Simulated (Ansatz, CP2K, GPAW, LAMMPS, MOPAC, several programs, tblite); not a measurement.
# Li2BrCl (ordering on rocksalt) from semi-empirical methods to plane-wave DFT

An ordered 4-atom cell of Li2BrCl on the rocksalt lattice (R-3m), relaxed with r2SCAN in Ansatz, was computed with several methods. The symmetry is R-3m (No. 166, trigonal); conventional cell a = 3.752 Å, c = 18.349 Å, 18.64 Å³ an atom. Around Cl lie 6 Li at 2.61 Å; around Br lie 6 Li at 2.70 Å; around Li lie 3 Cl at 2.61 Å and 3 Br at 2.70 Å. Values at 0 K without nuclear motion; spin polarisation is off, and the phase may be a hypothetical one.

Space group R-3m:H (No. 166). a = 3.752 Å, b = 3.752 Å, c = 18.349 Å, α = 90.00°, β = 90.00°, γ = 120.00°
```
atom  site  symmetry       x       y       z
  Cl    3a       -3m  0.0000  0.0000  0.0000
  Br    3b       -3m  0.3333  0.6667  0.1667
  Li    6c        3m  0.0000  0.0000  0.2544
```

Gaps and times are for a single point on this cell; volume and bulk modulus come from each method's own relaxation or energy curve at fixed shape, which is too stiff where a cell has free coordinates or axes. Times are rough, from shared hosts (Arm Neoverse V1), and each method has its own mesh and cell size. A double dagger marks a value from a curve with shape and coordinates held. PM6 (MOPAC), PM7 (MOPAC), GFN1-xTB (tblite), GFN2-xTB (tblite) treat a cluster of cells at its zone centre, which samples few k points: where these miss a band edge, the gap comes out too large for that reason alone. Gaps from k meshes are read at a limited set of points (mesh, symmetry points, PBE's band edges), so each method's own least gap may be somewhat smaller. Force fields have no electrons; where one was fitted to this phase, its volume and modulus reflect the fit. xTB and the PM methods were fitted mostly to molecules, and can miss a solid's gap by electronvolts. Minimal bases can be far off for gaps. GLLB-SC's gap includes the derivative discontinuity. d marks a direct gap, i an indirect one (no mark: not told apart), a dash a value that wasn't computed or didn't pass its checks.

| method | kind | gap (eV) | own volume (Å³/atom) | bulk modulus (GPa) | atoms computed | processor time |
| --- | --- | --- | --- | --- | --- | --- |
| ffield.eim (LAMMPS) | force field | – | – | – | 4 | 0.13 s |
| light PBE (260 eV, its own mesh) | light plane-wave | 5.11 d | – | – | 4 | 1.1 s |
| PBE | semilocal | 5.08 d | 18.99 | 28‡ | 4 | 5.7 s |
| GFN1-xTB (tblite) | tight binding | 2.35 | 17.81‡ | 41‡ | 108 | 7.6 s |
| PBE/single zeta (GPAW) | small basis | 4.47 d | – | – | 4 | 7.7 s |
| GFN2-xTB (tblite) | tight binding | 5.34 | 19.91‡ | 31‡ | 108 | 11 s |
| PM7 (MOPAC) | semi-empirical | 9.16 | – | – | 108 | 12 s |
| PM6 (MOPAC) | semi-empirical | 9.31 | – | – | 108 | 12 s |
| r2SCAN | semilocal | 5.91 d | 18.64 | 31‡ | 4 | 13 s |
| PBE/SZV (CP2K) | small basis | 4.73 d | – | – | 4 | 33 s |
| PBE/DZVP (CP2K) | small basis | 5.13 d | 19.14‡ | 29‡ | 4 | 71 s |
| GLLB-SC (GPAW) | model potential | 8.59 | – | – | 4 | 110 s |

Against r2SCAN (5.91 eV) the nearest gap at the points sampled is that of GFN2-xTB (tblite) (-0.58 eV) and the farthest that of GFN1-xTB (tblite) (-3.56 eV). r2SCAN is only a yardstick of convenience: semilocal gaps usually lie below measured ones, which GLLB-SC and hybrids aim to mend.

Volumes against r2SCAN's: PBE +1.9 %.

The runs are scalar-relativistic, without spin-orbit coupling.
